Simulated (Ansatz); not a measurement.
# Li: the cost of one run

Computed with Ansatz 0.2.0 (DFT PBE, scalar-relativistic, plane waves, PAW, unless a step's input says otherwise).

1 further run of the same task is left out (it didn't finish).

**1. The system as given**

The structure is tetragonal, space group P4/nmm (No. 129). Conventional cell: a = 3.500 Å, b = 3.500 Å, c = 16.000 Å, α = 90.00°, β = 90.00°, γ = 90.00°. Li (site symmetry 4mm) is surrounded by 4 Li at 3.03 Å.

As a file:

```
CELL_PARAMETERS angstrom
3.50000 0.00000 0.00000
0.00000 3.50000 0.00000
0.00000 0.00000 16.00000
ATOMIC_POSITIONS crystal
Li 0.00000 0.50000 0.44531
Li 0.50000 0.00000 0.55469
```

A structure generator made this guess: thin slice cut from a crystal along (100). The dimensions are guesses.

Only a and b are periodic; c spans vacuum, so the box's volume, pressure and space group aren't properties of the sheet.

**2. Probe: one point on a coarse mesh**

The input, input.yaml:

```yaml
crystal:
  lattice:
    - [3.5, 0.0, 0.0]
    - [0.0, 3.5, 0.0]
    - [0.0, 0.0, 16.0]
  atoms:
    - { symbol: Li, position: [0.0, 0.5, 0.4453125] }
    - { symbol: Li, position: [0.5, 0.0, 0.5546875] }
  periodic: [true, true, false]
basis:
  ecutwfc: 420
kpoints:
  mp_grid: { grid: [6, 6, 1] }
hamiltonian:
  xc: pbe
scf:
  occupations: { method: gaussian, width: 0.1 }
  lower_state_search: "off"
output:
  forces: true
  stress: true
  eigenvalues: true
```

Command:

```console
$ ansatz run input.yaml --threads 1 --pin off --max-ram 2048MiB --backend cpu --events-out ev --progress --plain --runs-dir out
```

What time and memory should one allow on 1 thread of Intel Xeon 6975P-C (Granite Rapids), shared host?

About 1.2 s, with a peak of 0.42 GiB.
